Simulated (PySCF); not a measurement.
**WOF3: forces at shaken geometries**

How stiff is WOF3? Its atoms are displaced at random by several amounts. The species was built from a template and needn't be a known compound.

Method: r2SCAN, W def2-SVP with ECP60, O def2-SVP, F def2-SVP; scalar-relativistic core potentials, no spin–orbit coupling; program: PySCF 2.14.0.

5 further runs of the same task are left out: 2 for a known fault of the program, 1 that didn't finish, 2 set aside as unsound or not needed. Runs told in other sessions of the task aren't counted.

### Step 1. The system as given

5 atoms, charge 0, spin multiplicity 2.

Bond lengths: W1–O2 1.702 Å, W1–F3 1.884 Å, W1–F4 1.854 Å, W1–F5 1.855 Å. Angles: O2–W1–F3 132.0°, O2–W1–F4 102.0°, O2–W1–F5 101.8°, F3–W1–F4 95.4°, F3–W1–F5 95.4°, F4–W1–F5 136.0°.

Geometry (Å):

```
W    -0.0462    0.0947   -0.0511
O     1.0524    1.1701    0.6783
F    -1.2526   -1.1575    0.6737
F     1.0881   -1.1689   -0.7959
F    -1.3519    1.2524   -0.6797
```

Formal oxidation states: W +5. An earlier session relaxed this geometry at r2SCAN, W def2-SVP with ECP60, O def2-SVP, F def2-SVP (doublet, point group Cs).

Its energy there is -441.613601 Eh.

### Step 2. Atoms moved at random, σ = 0.1 Å

The input, run.py (the lines that set the calculation):

```python
mol = gto.M(atom='''
W      0.01944     0.13181    -0.08050
O      1.10137     1.14415     0.76141
F     -1.16482    -1.09368     0.63699
F      1.08453    -1.19165    -0.82346
F     -1.55067     1.20020    -0.66928''',
    basis={'W': 'def2-SVP', 'O': 'def2-SVP', 'F': 'def2-SVP'},
    ecp={'W': 'def2-SVP'},
    charge=0, spin=1)
mf = dft.UKS(mol, xc='R2SCAN')
mf.grids.atom_grid = (50, 194)
mf = mf.density_fit()  # fitting sets: W def2-universal-JKFIT, O def2-universal-JKFIT, F def2-universal-JKFIT
mf.conv_tol = 1e-08; mf.max_cycle = 55
mf.kernel(dm0)  # dm0: the density of the relaxed state
```

Started as:

```console
OMP_NUM_THREADS=2 python run.py
```

Output:

```text
init E= -441.542145702437
  HOMO = -0.252139168538  LUMO = -0.189186634141  gap/eV = 1.71303
cycle= 1 E= -441.591968398463  delta_E= -0.0498  |g|= 0.145  |ddm|= 0.397
  HOMO = -0.223745095554  LUMO = -0.157748982405  gap/eV = 1.79585
cycle= 2 E= -441.53230915695  delta_E= 0.0597  |g|= 0.422  |ddm|= 0.431
  HOMO = -0.224753327416  LUMO = -0.15841394117  gap/eV = 1.80519
cycle= 3 E= -441.600129690362  delta_E= -0.0678  |g|= 0.0543  |ddm|= 0.314
  HOMO = -0.230759331597  LUMO = -0.164935410692  gap/eV = 1.79116
cycle= 4 E= -441.601039858027  delta_E= -0.00091  |g|= 0.031  |ddm|= 0.0608
  HOMO = -0.23056085931  LUMO = -0.164139692473  gap/eV = 1.80741
cycle= 5 E= -441.601352824534  delta_E= -0.000313  |g|= 0.0118  |ddm|= 0.0249
  HOMO = -0.230634187888  LUMO = -0.164440746274  gap/eV = 1.80122
cycle= 6 E= -441.601394716206  delta_E= -4.19e-05  |g|= 0.00675  |ddm|= 0.0136
  HOMO = -0.230380621412  LUMO = -0.163936352676  gap/eV = 1.80804
cycle= 7 E= -441.601417349438  delta_E= -2.26e-05  |g|= 0.00102  |ddm|= 0.0107
  HOMO = -0.230460042542  LUMO = -0.163954691773  gap/eV = 1.80970
cycle= 8 E= -441.60142044627  delta_E= -3.1e-06  |g|= 0.000705  |ddm|= 0.0109
  HOMO = -0.230464504857  LUMO = -0.163930160475  gap/eV = 1.81049
cycle= 9 E= -441.601420949182  delta_E= -5.03e-07  |g|= 0.000602  |ddm|= 0.00404
  HOMO = -0.230441428438  LUMO = -0.163899087752  gap/eV = 1.81071
cycle= 10 E= -441.601421205068  delta_E= -2.56e-07  |g|= 9.02e-05  |ddm|= 0.00257
  HOMO = -0.230457295518  LUMO = -0.16391578345  gap/eV = 1.81069
cycle= 11 E= -441.601421219746  delta_E= -1.47e-08  |g|= 4.35e-05  |ddm|= 0.000848
  HOMO = -0.230450446819  LUMO = -0.163907226304  gap/eV = 1.81073
cycle= 12 E= -441.601421221169  delta_E= -1.42e-09  |g|= 1.31e-05  |ddm|= 0.000191
  HOMO = -0.230452860002  LUMO = -0.163910013117  gap/eV = 1.81072
Extra cycle  E= -441.601421220903  delta_E= 2.66e-10  |g|= 3.05e-05  |ddm|= 3.66e-05
converged SCF energy = -441.601421220903  <S^2> = 0.75272721  2S+1 = 2.0027254
```

It took 5 s on 2 threads of Arm Neoverse V1, shared host.

Result: E = -441.601421 Eh (+0.331 eV from the relaxed state), HOMO -6.27 eV, LUMO -4.86 eV (over both spins), ⟨S²⟩ = 0.753, Mulliken charge on W1 +1.27 e, largest force component 2.587 eV/Å. 

| atom | Fx | Fy | Fz (eV/Å) |
| --- | --- | --- | --- |
| W1 | -1.890 | 1.290 | -0.916 |
| O2 | -0.227 | 0.136 | -0.292 |
| F3 | -0.511 | -0.563 | 0.354 |
| F4 | 0.042 | 0.343 | -0.012 |
| F5 | 2.587 | -1.205 | 0.867 |

### Step 3. Atoms moved at random, σ = 0.15 Å

The input, run.py (the lines that set the calculation):

```python
mol = gto.M(atom='''
W     -0.12204     0.19026     0.00288
O      1.27413     1.15706     0.62076
F     -1.33516    -1.14420     0.70920
F      1.16898    -1.11608    -0.47683
F     -1.49607     1.10379    -1.03084''',
    basis={'W': 'def2-SVP', 'O': 'def2-SVP', 'F': 'def2-SVP'},
    ecp={'W': 'def2-SVP'},
    charge=0, spin=1)
mf = dft.UKS(mol, xc='R2SCAN')
mf.grids.atom_grid = (50, 194)
mf = mf.density_fit()  # fitting sets: W def2-universal-JKFIT, O def2-universal-JKFIT, F def2-universal-JKFIT
mf.conv_tol = 1e-08; mf.max_cycle = 55
mf.kernel(dm0)  # dm0: the density of the relaxed state
```

Started as:

```console
OMP_NUM_THREADS=2 python run.py
```

Output:

```text
init E= -441.339179195027
  HOMO = -0.339469221532  LUMO = -0.272018788016  gap/eV = 1.83542
cycle= 1 E= -441.562566139478  delta_E= -0.223  |g|= 0.206  |ddm|= 0.771
  HOMO = -0.22507309699  LUMO = -0.151827513549  gap/eV = 1.99311
cycle= 2 E= -441.430660257093  delta_E= 0.132  |g|= 0.609  |ddm|= 0.611
  HOMO = -0.233330758619  LUMO = -0.15096535883  gap/eV = 2.24128
cycle= 3 E= -441.554408588343  delta_E= -0.124  |g|= 0.25  |ddm|= 0.51
  HOMO = -0.251392691825  LUMO = -0.171183330549  gap/eV = 2.18261
cycle= 4 E= -441.580220787058  delta_E= -0.0258  |g|= 0.085  |ddm|= 0.232
  HOMO = -0.255536720715  LUMO = -0.173087225803  gap/eV = 2.24357
cycle= 5 E= -441.582847172393  delta_E= -0.00263  |g|= 0.0168  |ddm|= 0.0579
  HOMO = -0.255022998022  LUMO = -0.170644948629  gap/eV = 2.29604
cycle= 6 E= -441.58298726873  delta_E= -0.00014  |g|= 0.00994  |ddm|= 0.0316
  HOMO = -0.254654573875  LUMO = -0.169665742171  gap/eV = 2.31266
cycle= 7 E= -441.58303577031  delta_E= -4.85e-05  |g|= 0.00397  |ddm|= 0.016
  HOMO = -0.254986166055  LUMO = -0.169344567666  gap/eV = 2.33043
cycle= 8 E= -441.583054393193  delta_E= -1.86e-05  |g|= 0.000897  |ddm|= 0.0195
  HOMO = -0.25487869728  LUMO = -0.169208731357  gap/eV = 2.33120
cycle= 9 E= -441.583055502209  delta_E= -1.11e-06  |g|= 0.000308  |ddm|= 0.0046
  HOMO = -0.254858574881  LUMO = -0.169192822116  gap/eV = 2.33108
cycle= 10 E= -441.583055604084  delta_E= -1.02e-07  |g|= 0.000297  |ddm|= 0.000948
  HOMO = -0.254875535007  LUMO = -0.169211283684  gap/eV = 2.33104
cycle= 11 E= -441.583055653613  delta_E= -4.95e-08  |g|= 0.000162  |ddm|= 0.000398
  HOMO = -0.254872987643  LUMO = -0.169200363561  gap/eV = 2.33127
cycle= 12 E= -441.583055684571  delta_E= -3.1e-08  |g|= 4.76e-05  |ddm|= 0.000401
  HOMO = -0.254874797159  LUMO = -0.169193706136  gap/eV = 2.33150
cycle= 13 E= -441.583055690457  delta_E= -5.89e-09  |g|= 1.98e-05  |ddm|= 0.000262
  HOMO = -0.254875390835  LUMO = -0.169192295139  gap/eV = 2.33156
Extra cycle  E= -441.583055689001  delta_E= 1.46e-09  |g|= 6.58e-05  |ddm|= 6.66e-05
converged SCF energy = -441.583055689001  <S^2> = 0.75682368  2S+1 = 2.0068121
```

Wall time 5.2 s (2 threads of Arm Neoverse V1, shared host).

Result: E = -441.583056 Eh (+0.831 eV from the relaxed state), HOMO -6.94 eV, LUMO -4.85 eV (over both spins), ⟨S²⟩ = 0.757, Mulliken charge on W1 +1.31 e, largest force component 4.485 eV/Å. 

| atom | Fx | Fy | Fz (eV/Å) |
| --- | --- | --- | --- |
| W1 | 2.778 | 0.943 | 0.345 |
| O2 | -4.485 | -1.581 | -1.297 |
| F3 | 1.273 | 1.050 | -0.351 |
| F4 | -1.559 | 0.265 | -0.025 |
| F5 | 1.992 | -0.677 | 1.327 |

### Step 4. Atoms moved at random, σ = 0.03 Å

The input, run.py (the lines that set the calculation):

```python
mol = gto.M(atom='''
W     -0.01127     0.07781    -0.03753
O      1.07249     1.15400     0.67770
F     -1.21103    -1.14793     0.64343
F      1.01229    -1.15467    -0.82034
F     -1.37264     1.26162    -0.63809''',
    basis={'W': 'def2-SVP', 'O': 'def2-SVP', 'F': 'def2-SVP'},
    ecp={'W': 'def2-SVP'},
    charge=0, spin=1)
mf = dft.UKS(mol, xc='R2SCAN')
mf.grids.atom_grid = (50, 194)
mf = mf.density_fit()  # fitting sets: W def2-universal-JKFIT, O def2-universal-JKFIT, F def2-universal-JKFIT
mf.conv_tol = 1e-08; mf.max_cycle = 55
mf.kernel(dm0)  # dm0: the density of the relaxed state
```

Started as:

```console
OMP_NUM_THREADS=2 python run.py
```

Output:

```text
init E= -441.639479343724
  HOMO = -0.215822539103  LUMO = -0.138323473331  gap/eV = 2.10886
cycle= 1 E= -441.60488738679  delta_E= 0.0346  |g|= 0.08  |ddm|= 0.209
  HOMO = -0.221212507664  LUMO = -0.140875614005  gap/eV = 2.18608
cycle= 2 E= -441.589241544429  delta_E= 0.0156  |g|= 0.22  |ddm|= 0.217
  HOMO = -0.21975724357  LUMO = -0.138960387296  gap/eV = 2.19859
cycle= 3 E= -441.607169424422  delta_E= -0.0179  |g|= 0.0381  |ddm|= 0.156
  HOMO = -0.221510040217  LUMO = -0.141031709909  gap/eV = 2.18993
cycle= 4 E= -441.607611741262  delta_E= -0.000442  |g|= 0.019  |ddm|= 0.0378
  HOMO = -0.221445227928  LUMO = -0.140629111562  gap/eV = 2.19912
cycle= 5 E= -441.607750629043  delta_E= -0.000139  |g|= 0.00522  |ddm|= 0.0151
  HOMO = -0.221213718514  LUMO = -0.140311378462  gap/eV = 2.20146
cycle= 6 E= -441.607761230906  delta_E= -1.06e-05  |g|= 0.00217  |ddm|= 0.00654
  HOMO = -0.221268361172  LUMO = -0.140265291667  gap/eV = 2.20421
cycle= 7 E= -441.607764311607  delta_E= -3.08e-06  |g|= 0.000758  |ddm|= 0.00611
  HOMO = -0.22125632794  LUMO = -0.140191667103  gap/eV = 2.20588
cycle= 8 E= -441.607764789793  delta_E= -4.78e-07  |g|= 0.000517  |ddm|= 0.00356
  HOMO = -0.22126734162  LUMO = -0.140193699753  gap/eV = 2.20613
cycle= 9 E= -441.60776490575  delta_E= -1.16e-07  |g|= 0.00011  |ddm|= 0.000891
  HOMO = -0.221269256064  LUMO = -0.140195372919  gap/eV = 2.20613
cycle= 10 E= -441.607764911696  delta_E= -5.95e-09  |g|= 1.89e-05  |ddm|= 0.00028
  HOMO = -0.221268042029  LUMO = -0.140194887987  gap/eV = 2.20611
Extra cycle  E= -441.607764911269  delta_E= 4.26e-10  |g|= 4.05e-05  |ddm|= 4.7e-05
converged SCF energy = -441.607764911269  <S^2> = 0.75253596  2S+1 = 2.0025344
```

Run time: 4.6 s. Hardware: 2 threads of Arm Neoverse V1, shared host.

Result: E = -441.607765 Eh (+0.159 eV from the relaxed state), HOMO -6.02 eV, LUMO -4.07 eV (over both spins), ⟨S²⟩ = 0.753, Mulliken charge on W1 +1.24 e, largest force component 2.665 eV/Å. 

| atom | Fx | Fy | Fz (eV/Å) |
| --- | --- | --- | --- |
| W1 | -2.445 | 2.665 | -0.319 |
| O2 | 0.799 | 0.606 | 0.527 |
| F3 | -0.923 | -0.806 | 0.598 |
| F4 | 1.755 | -1.771 | -1.191 |
| F5 | 0.814 | -0.693 | 0.385 |

### Step 5. The displacements side by side

| σ (Å) | energy rise (eV) | harmonic estimate −½ F·u (eV) | largest force component (eV/Å) |
| --- | --- | --- | --- |
| 0.1 | 0.331 | 0.316 | 2.59 |
| 0.15 | 0.831 | 0.939 | 4.48 |
| 0.03 | 0.159 | 0.165 | 2.66 |

Every displacement raises the energy. For a harmonic well the rise equals −½ F·u; the two differ by at most 13 % here (a move with σ = 0.15 Å), from anharmonicity, the grid and the small forces left at the relaxed point. The bases are small and lack diffuse functions. Spin–orbit coupling is left out for this open shell, where it can reorder the states. Open shells may have lower solutions than the one found.
